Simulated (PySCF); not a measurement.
**WF₂: one geometry, several methods**

Aim: at the PBE0 minimum of triplet WF₂, found before, compare methods on energies and levels.

The runs use PySCF 2.14.0; several methods, basis W def2-TZVP with ECP60, F def2-TZVP, scalar-relativistic core potentials, no spin–orbit coupling, density fitting.

## Step 1: Where the work starts

3 atoms, charge 0, spin multiplicity 3.

Bond lengths: W1–F2 1.820 Å, W1–F3 1.820 Å. Angles: F2–W1–F3 180.0°.

Coordinates in bohr (charge 0 multiplicity 3):
```
W     0.0000    0.0000    0.0000
F     0.0000    0.0000    3.4388
F     0.0000    0.0000   -3.4388
```

## Step 2: PBE0

The steps are one call of a driver around PySCF; scf.py gives each level's set-up. Each SCF starts from the density of the minimum. The driver also runs the species with one electron less or more at the same geometry (cation multiplicity 4, anion multiplicity 2); their logs are not shown.

The input, scf.py:

```python
from pyscf import gto, scf, dft
mol = gto.M(atom='''
W      0.000000     0.000000     0.000000
F     -0.000000    -0.000000     1.819748
F      0.000000     0.000000    -1.819748''',
    basis={'W': 'def2-TZVP', 'F': 'def2-TZVP'},
    ecp={'W': 'def2-TZVP'},
    charge=0, spin=2)
mf = dft.UKS(mol, xc='PBE0')
mf.grids.atom_grid = (99, 590)
aux = {'W': 'def2-universal-JKFIT', 'F': 'def2-universal-JKFIT'}
mf = mf.density_fit(auxbasis=aux)
mf.kernel()
```

## Step 3: HF

scf.py: that of step 2 with these lines changed.

```diff
@@ -9,2 +9 @@
-mf = dft.UKS(mol, xc='PBE0')
-mf.grids.atom_grid = (99, 590)
+mf = scf.UHF(mol)
```

## Step 4: MP2

scf.py: that of step 3 with these lines changed.

```diff
@@ -12,0 +13,2 @@
+from pyscf.mp import dfump2
+dfump2.DFUMP2(mf, frozen=2).kernel()  # the driver gives MP2 a fitting basis of its own (RI)
```

## Step 5: PBE

scf.py: that of step 4 with these lines changed.

```diff
@@ -9 +9,2 @@
-mf = scf.UHF(mol)
+mf = dft.UKS(mol, xc='PBE')
+mf.grids.atom_grid = (99, 590)
@@ -13,2 +13,0 @@
-from pyscf.mp import dfump2
-dfump2.DFUMP2(mf, frozen=2).kernel()  # the driver gives MP2 a fitting basis of its own (RI)
```

## Step 6: r2SCAN

scf.py: that of step 5 with these lines changed.

```diff
@@ -9 +9 @@
-mf = dft.UKS(mol, xc='PBE')
+mf = dft.UKS(mol, xc='R2SCAN')
```

## Step 7: B3LYP

scf.py: that of step 6 with these lines changed.

```diff
@@ -9 +9 @@
-mf = dft.UKS(mol, xc='R2SCAN')
+mf = dft.UKS(mol, xc='B3LYP')
```

## Step 8: TPSSh

scf.py: that of step 7 with these lines changed.

```diff
@@ -9 +9 @@
-mf = dft.UKS(mol, xc='B3LYP')
+mf = dft.UKS(mol, xc='TPSSH')
```

## Step 9: r2SCANh

scf.py: that of step 8 with these lines changed.

```diff
@@ -9 +9 @@
-mf = dft.UKS(mol, xc='TPSSH')
+mf = dft.UKS(mol, xc='HYB_MGGA_XC_R2SCANH')
```

(Steps that only read results are left out.)

What does the calculation give? Wanted: atomisation energy, range; vertical ionisation energy, range; vertical electron affinity, range; gap, range.

As calculated:

| quantity | value |
| --- | --- |
| atomisation energy, range | 702 (HF) to 1176 (PBE) kJ/mol |
| vertical ionisation energy, range | 7.01 (HF) to 8.46 (B3LYP) eV |
| vertical electron affinity, range | -0.14 (HF) to 1.00 (r2SCANh) eV |
| gap, range | 0.78 (PBE) to 9.25 (HF) eV |

What this shows: The atomisation energy spreads over 474 kJ/mol, from HF to PBE; without a CCSD(T) value for it there is no yardstick here. Spin contamination is strong in at least one of the open-shell species at PBE0, HF, MP2, r2SCAN, r2SCANh. Without diffuse functions electron affinities tend to come out too low. This is the lowest SCF solution found for this spin; with open d or f shells other occupations or spin states may lie lower. Spin–orbit coupling, left out here, can matter for elements this heavy.
